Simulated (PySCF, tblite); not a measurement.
**C₅H₉GeNS: geometry, infrared bands and NMR shifts**

What infrared bands and NMR shifts should C₅H₉GeNS (`[CH3][GeH2][S][C@@H]1C[C@H]1C#N`) show?

Programs: tblite 0.8.0 and PySCF 2.14.0, with density-fitted response routines of our own. Each step states its level of theory. These are calculated values for one molecule in the gas phase, unless marked as measured. Atoms count from 0, in the outputs and in this text.

**1. Starting geometry**

17 atoms, charge 0, multiplicity 1; geometry from: force field or distance geometry start.

Bonds of the start (Å): C0–Ge1 1.94, Ge1–S2 2.21, S2–C3 1.84, C3–C4 1.51, C4–C5 1.52, C5–C6 1.47, C6–N7 1.16, C5–C3 1.51, C0–H8 1.11, C0–H9 1.10, C0–H10 1.12, Ge1–H11 1.55, Ge1–H12 1.56, C3–H13 1.11, C4–H14 1.10, C4–H15 1.11, C5–H16 1.11.

**2. Geometry optimisation with GFN2-xTB**

Job settings and geometry (Å):

```
{"job": {"kind": "relax", "xc": "GFN2-xTB", "basis": "xTB"}, "charge": 0, "multiplicity": 1}
C      1.933100     1.008500     0.927000
Ge     1.133900    -0.515700     1.822900
S      0.286300    -1.927600     0.342400
C     -1.019700    -0.738800    -0.171200
C     -1.661900    -1.099200    -1.489700
C     -0.681800     0.058400    -1.408400
C     -1.304000     1.388500    -1.447400
N     -1.792400     2.436200    -1.468800
H      2.455000     1.644200     1.670300
H      2.642600     0.656900     0.168200
H      1.122400     1.601300     0.435400
H      0.024200    -0.040700     2.801500
H      2.236500    -1.250500     2.649200
H     -1.711700    -0.303500     0.579200
H     -1.255800    -1.989700    -2.000800
H     -2.736500    -0.815200    -1.559300
H      0.322900    -0.101000    -1.860600
```

Launch:

```sh
$ OMP_NUM_THREADS=1 python probes_run.py task.json out
```

This one command runs all jobs of the session in turn.

**Question.** This job is followed by: GFN2-xTB harmonic vibrations, gas phase; GIAO PBE0/pcSseg-1 NMR shielding, non-relativistic, gas phase. Predict these results of the whole session: strongest single infrared mode (GFN2-xTB); zero-point energy (GFN2-xTB); ¹³C shifts against TMS (PBE0/pcSseg-1); ¹H shifts against TMS (PBE0/pcSseg-1, means over atoms taken as alike); ⁷³Ge shifts against GeMe4 (PBE0/pcSseg-1); ³³S shifts against CS2 (PBE0/pcSseg-1); ¹⁵N shifts against NH3 (PBE0/pcSseg-1).

The runs gave:

| quantity | value |
| --- | --- |
| strongest single infrared mode (GFN2-xTB) | 1988 cm⁻¹, 434 km/mol |
| zero-point energy (GFN2-xTB) | 75.8 kcal/mol |
| ¹³C shifts against TMS (PBE0/pcSseg-1) | 125.2, 28.2, 18.9, 11.0, -0.1 ppm |
| ¹H shifts against TMS (PBE0/pcSseg-1, means over atoms taken as alike) | 4.99, 4.72, 2.13, 1.46, 1.13, 1.00, 0.81 ppm |
| ⁷³Ge shifts against GeMe4 (PBE0/pcSseg-1) | -72 ppm |
| ³³S shifts against CS2 (PBE0/pcSseg-1) | -92 ppm |
| ¹⁵N shifts against NH3 (PBE0/pcSseg-1) | 294.8 ppm |

In words: Over 47 steps the energy fell by 0.351 eV; of the close pairs, Ge1–H12 changed most, 1.562 to 1.505 Å. All 45 modes are real, so the xTB geometry is a minimum. The strongest single mode, at 1988 cm⁻¹, moves mainly H12. GFN2-xTB is a fitted tight-binding method: band positions and strengths are rough. Its intensities can rank the bands wrongly. C6 (nitrile carbon) lies farthest downfield among carbon, at 125.2 ppm; this is the usual window of a C≡N carbon, which has no attached hydrogen. At PBE0/pcSseg-1: The widest tensor belongs to N7: span 508 ppm, with a paramagnetic part of -368 ppm. Spin-orbit coupling is left out, which matters for shieldings and couplings at and beside the heavy atoms.
